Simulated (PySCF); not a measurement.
# C5H9NO (5-methoxy-3,4-dihydro-2h-pyrrole): the cost of one run

Programs: PySCF 2.14.0, with density-fitted response routines of our own. Each step states its level of theory. These are calculated values for one molecule, in the gas phase or a continuum, unless marked as measured. Atoms count from 0, in the outputs and in this text.

## 1. The starting structure

16 atoms, charge 0, multiplicity 1; geometry from: GFN2-xTB. The atoms were then displaced at random by about 0.01 Å, so the start is not that level's minimum.

Bonds of the start (Å): C0–O1 1.43, O1–C2 1.35, C2–N3 1.26, N3–C4 1.48, C4–C5 1.55, C5–C6 1.55, C6–C2 1.49, C0–H7 1.06, C0–H8 1.08, C0–H9 1.11, C4–H10 1.08, C4–H11 1.10, C5–H12 1.11, C5–H13 1.10, C6–H14 1.09, C6–H15 1.07.

## 2. Relaxing the molecule at PBE0-D3(BJ)/def2-SVP

What the job is given:

```
{"job": {"xc": "PBE0", "basis": "def2-SVP", "d3": "d3bj", "grid": 1, "shake": 0.01, "kind": "geom"}, "charge": 0, "multiplicity": 1}
C      2.707210    -0.202710    -0.066780
O      1.531200    -0.890220     0.354450
C      0.354660    -0.289430     0.100720
N      0.273080     0.838910    -0.460700
C     -1.164800     1.153490    -0.575510
C     -1.957320     0.069560     0.197270
C     -0.886840    -0.999830     0.519240
H      3.559020    -0.775180     0.215260
H      2.663920    -0.031740    -1.134210
H      2.724470     0.802090     0.415070
H     -1.433260     1.189520    -1.617700
H     -1.319610     2.159320    -0.146050
H     -2.793640    -0.321580    -0.415510
H     -2.394620     0.478270     1.121770
H     -0.868020    -1.291200     1.570440
H     -1.014500    -1.891630    -0.067050
```

On the command line:

```bash
OMP_NUM_THREADS=1 python probes_run.py task.json out
```

This one command runs all jobs of the session in turn.

Q: Estimate the wall time and peak memory of this first job on 1 thread of Arm Neoverse V2, shared host.

About 91 s, with a peak of 0.63 GiB.
